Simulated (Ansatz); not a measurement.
A nudged elastic band was laid between two geometries of a periodic cell of 17 atoms, TiSi16 (host Si, host structure diamond, interstitial Ti).

Method: DFT PBE-D3(BJ), scalar-relativistic, plane waves, PAW in Ansatz 0.2.0. Settings: PAW set soft_1, cutoff 420 eV, k mesh 2x2x2, fermi-dirac smearing 0.02 eV, no spin polarisation.

```json
{
  "movable images": "7",
  "climbing image": "yes",
  "spring": "2.0 to 10.0 eV/Å², energy-weighted",
  "optimiser": "quadratic models (default)",
  "start path": "straight line",
  "force threshold": "0.05 eV/Å",
  "iteration limit": "24",
  "end points": "relaxed"
}
```

First end point:

```xyz
17
Lattice="0.0000 5.4300 5.4300 5.4300 0.0000 5.4300 5.4300 5.4300 0.0000" Properties=species:S:1:pos:R:3
Si -0.017 0.019 -0.016
Si 1.356 1.327 1.357
Si 2.759 2.673 -0.046
Si 4.106 4.076 1.357
Si 2.730 0.019 2.731
Si 4.071 1.361 4.072
Si 5.413 2.702 2.731
Si 6.787 4.075 4.038
Si -0.047 2.672 2.761
Si 1.356 4.076 4.107
Si 2.759 5.478 2.760
Si 4.072 6.789 4.074
Si 2.730 2.702 5.414
Si 4.037 4.075 6.788
Si 5.384 5.477 5.385
Si 6.787 6.825 6.788
Ti 6.787 4.075 6.788
```

Last end point:

```xyz
17
Lattice="0.0000 5.4300 5.4300 5.4300 0.0000 5.4300 5.4300 5.4300 0.0000" Properties=species:S:1:pos:R:3
Si 0.001 -0.001 -0.001
Si 1.310 1.313 1.314
Si 2.711 2.718 -0.033
Si 4.116 4.119 1.314
Si 2.711 -0.034 2.718
Si 4.116 1.314 4.120
Si 5.463 2.718 2.718
Si 6.767 4.092 4.092
Si -0.038 2.715 2.715
Si 1.313 4.117 4.117
Si 2.715 5.468 2.715
Si 4.085 6.774 4.091
Si 2.715 2.715 5.468
Si 4.085 4.090 6.775
Si 5.426 5.434 5.434
Si 6.769 6.774 6.774
Ti 8.144 2.716 8.146
```

Problem. What changes between the two ends?

Solution. Contacts lost: Si8–Ti17, Si14–Ti17, Si15–Ti17, Si16–Ti17. Contacts made: Si5–Ti17, Si6–Ti17, Si7–Ti17, Si13–Ti17. The atom that moves furthest is Ti17, by 2.35 Å.

Problem. What energy profile does the band end with?

Solution. The forces met the threshold. The highest image is number 4 of 0 to 8, 1.71 eV above the ends, which have the same energy within 2 meV. The order of the stationary point at the top wasn't checked. Limits of this set-up: coarse k mesh.

```tsv
image	path coordinate (Å)	energy (eV)	Si8–Ti17 (Å)	Si14–Ti17 (Å)	Si15–Ti17 (Å)
0	0.00	0.00	2.75	2.75	2.43
1	0.74	0.32	2.91	2.91	2.43
2	1.11	1.04	3.12	3.12	2.67
3	1.39	1.54	3.32	3.32	2.94
4	1.64	1.71	3.51	3.51	3.20
5	1.90	1.54	3.71	3.71	3.46
6	2.18	1.04	3.93	3.93	3.76
7	2.56	0.31	4.22	4.22	4.13
8	3.30	0.00	4.50	4.50	4.70
```

Problem. What is the geometry of the highest image?

Solution. 
```xyz
17
Lattice="0.0000 5.4300 5.4300 5.4300 0.0000 5.4300 5.4300 5.4300 0.0000" Properties=species:S:1:pos:R:3
Si -0.188 0.189 -0.186
Si 1.246 1.232 1.249
Si 2.823 2.608 -0.127
Si 4.199 4.184 1.249
Si 2.643 -0.006 2.646
Si 3.881 1.550 3.883
Si 5.437 2.788 2.646
Si 6.856 4.005 4.065
Si -0.130 2.608 2.826
Si 1.247 4.184 4.202
Si 2.823 5.560 2.826
Si 4.258 6.603 4.261
Si 2.643 2.787 5.439
Si 4.063 4.004 6.859
Si 5.618 5.242 5.621
Si 6.856 6.798 6.859
Ti 7.465 3.396 7.467
```

Time of the run: 6.3 min on 1 thread of Arm Neoverse V1, on a shared host, peak memory 0.99 GiB.
